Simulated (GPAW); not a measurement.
## AlO2: band structure with LDA

The system is AlO2.

```xyz
6
Lattice="1.4882 -5.4028 0.0000 1.4882 5.4028 0.0000 0.0000 0.0000 3.6466" Properties=species:S:1:pos:R:3 pbc="T T T"
Al    1.4882   -1.8168    2.7350
Al    1.4882    1.8168    0.9117
O     1.4882    4.7429    2.7350
O     1.4882   -4.7429    0.9117
O     1.4882    2.2240    2.7350
O     1.4882   -2.2240    0.9117
```

The cell comes from a database or a generator and needn't be the stable form of this composition.

```json
{
  "Program": "GPAW 26.7.0",
  "Task": "band structure",
  "Functional": "LDA",
  "Potentials or basis": "the program's PAW data sets (release 1.2.1) made for this functional",
  "Cutoff": "800 eV",
  "Basis": "pw",
  "k mesh": "6 × 6 × 5",
  "Occupations": "fermi-dirac, width 0.05 eV",
  "Spin": "no spin polarisation",
  "Maxiter": "150",
  "Band path": "GXSRAZGYX1A1TY,ZT",
  "Band points": "100"
}
```

* Pressure: -10.1 GPa
* Largest force: 0.508 eV/Å
* Band gap along the path: none (metal or under the smearing width)

Forces in eV/Å, atoms in the order of the input:
```
Al   0.000  0.239  0.000
Al   0.000 -0.239  0.000
O    0.000  0.508  0.000
O    0.000 -0.508  0.000
O    0.000  0.135  0.000
O    0.000 -0.135  0.000
```

Stress tensor (GPa, compression positive):
```
-10.27   0.00   0.00
  0.00 -10.75   0.00
  0.00   0.00  -9.38
```

Levels at the corners of the path, in eV from the Fermi level:
| point | band 13 | band 14 | band 15 | band 16 | band 17 |
| --- | --- | --- | --- | --- | --- |
| Γ | -1.29 | -0.47 | 0.05 | 0.10 | 5.81 |
| X | -1.65 | -1.02 | -0.69 | -0.02 | 9.63 |
| S | -1.81 | -1.09 | -0.55 | -0.06 | 9.71 |
| R | -1.29 | -1.29 | 0.18 | 0.18 | 10.01 |
| A | -1.39 | -1.39 | 0.23 | 0.23 | 10.06 |
| Z | -1.06 | -1.06 | -0.20 | -0.20 | 8.52 |
| Γ | -1.29 | -0.47 | 0.05 | 0.10 | 5.81 |
| Y | -1.54 | -1.51 | -0.47 | -0.01 | 7.18 |
| X1 | -1.65 | -1.02 | -0.69 | -0.02 | 9.63 |
| A1 | -1.39 | -1.39 | 0.23 | 0.23 | 10.06 |
| T | -1.68 | -1.68 | 0.37 | 0.37 | 8.70 |
| Y | -1.54 | -1.51 | -0.47 | -0.01 | 7.18 |
| Z | -1.06 | -1.06 | -0.20 | -0.20 | 8.52 |
| T | -1.68 | -1.68 | 0.37 | 0.37 | 8.70 |

It took 5.2 min on 1 thread of Arm Neoverse V1, with other jobs on the host, peak memory 0.63 GiB.

Caveat: the k mesh is coarse (spacing up to 0.36 Å⁻¹), so the values aren't converged; the program warned that so skewed a cell can give wrong results.
